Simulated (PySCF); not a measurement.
# [PbH3(H2O)]+: other functionals and bases at one geometry

One table from this session's results is given with a row withheld; the runs are named, their logs left out.

Method: several levels, as the steps say, no spin–orbit coupling; program: PySCF 2.14.0.

1 further run of the same task is left out (for a known fault of the program).

## Where the work starts

7 atoms, charge 1, spin multiplicity 1.

Bond lengths: Pb1–H2 1.737 Å, Pb1–H3 1.737 Å, Pb1–H4 1.737 Å, Pb1–O5 2.359 Å, O5–H6 0.968 Å, O5–H7 0.968 Å. Angles: H2–Pb1–H3 119.5°, H2–Pb1–H4 119.2°, H2–Pb1–O5 93.4°, H3–Pb1–H4 119.5°, H3–Pb1–O5 96.2°, H4–Pb1–O5 93.4°, Pb1–O5–H6 126.0°, Pb1–O5–H7 126.0°, H6–O5–H7 107.7°.

Geometry (Å):

```xyz
7
H5OPb
Pb    0.25579   -0.26764    0.26764
H     1.03611    1.07787    1.04088
H    -1.06699   -1.06343    1.06343
H     1.03611   -1.04088   -1.07787
O    -1.06865    1.11274   -1.11274
H    -1.43068    1.97774   -0.87248
H    -1.43068    0.87248   -1.97774
```

Formal oxidation states: Pb +4. An earlier session relaxed this geometry at PBE0, Pb def2-SVP with ECP60, H def2-SVP, O def2-SVP (singlet, point group Cs).

At PBE0 on the finer grid: E = -270.636028 Eh, HOMO -14.48 eV, LUMO -6.71 eV, Mulliken charge on Pb1 +0.64 e, largest force component 0.008 eV/Å. 

Levels to run: wB97X; TPSS; PBE0, TZVP. Hardware: 2 threads of Intel Xeon Platinum 8488C (Sapphire Rapids), shared host.

Set-up of the first run:

Contents of run.py (the lines that set the calculation):

```python
mol = gto.M(atom='''
Pb     0.25579    -0.26764     0.26764
H      1.03611     1.07787     1.04088
H     -1.06699    -1.06343     1.06343
H      1.03611    -1.04088    -1.07787
O     -1.06865     1.11274    -1.11274
H     -1.43068     1.97774    -0.87248
H     -1.43068     0.87248    -1.97774''',
    basis={'Pb': 'def2-SVP', 'H': 'def2-SVP', 'O': 'def2-SVP'},
    ecp={'Pb': 'def2-SVP'},
    charge=1, spin=0)
mf = dft.RKS(mol, xc='WB97X')
mf.grids.atom_grid = (75, 302)
mf = mf.density_fit()  # fitting sets: Pb def2-universal-JKFIT, H def2-universal-JKFIT, O def2-universal-JKFIT
mf.conv_tol = 1e-08; mf.max_cycle = 55
mf.kernel(dm0)  # dm0: the density of the relaxed state
```

Command:

```bash
$ OMP_NUM_THREADS=2 python run.py
```

Among the steps run: wB97X; TPSS; PBE0, TZVP.

One of the session's tables, all rows but one given; the rest of the session is left out.

| level | HOMO (eV) | gap (eV) | charge on Pb1 (e) | dipole (D) | largest force component (eV/Å) |
| --- | --- | --- | --- | --- | --- |
| PBE0 (relaxed here) | -14.48 | 7.77 | 0.64 | 3.95 | 0.01 |
| wB97X | -16.81 | 12.16 | 0.68 | 3.94 | 0.09 |
| TPSS | ? | ? | ? | ? | ? |
| PBE0, TZVP | -14.52 | 7.69 | 0.58 | 3.86 | 0.16 |

**Question.** Estimate the row for TPSS.

**Answer.** HOMO (eV): -13.37; gap (eV): 5.96; charge on Pb1 (e): 0.66; dipole (D): 4.04; largest force component (eV/Å): 0.42. In the column «HOMO (eV)» it is the highest.

The dipole of a charged species depends on the origin, so these sizes hold for this origin alone.

In one basis the HOMO–LUMO gap runs from 5.96 eV (TPSS) to 12.16 eV (wB97X). The largest leftover force, 0.42 eV/Å with TPSS, stands at a geometry relaxed at another level. Total energies of different levels can't be compared.
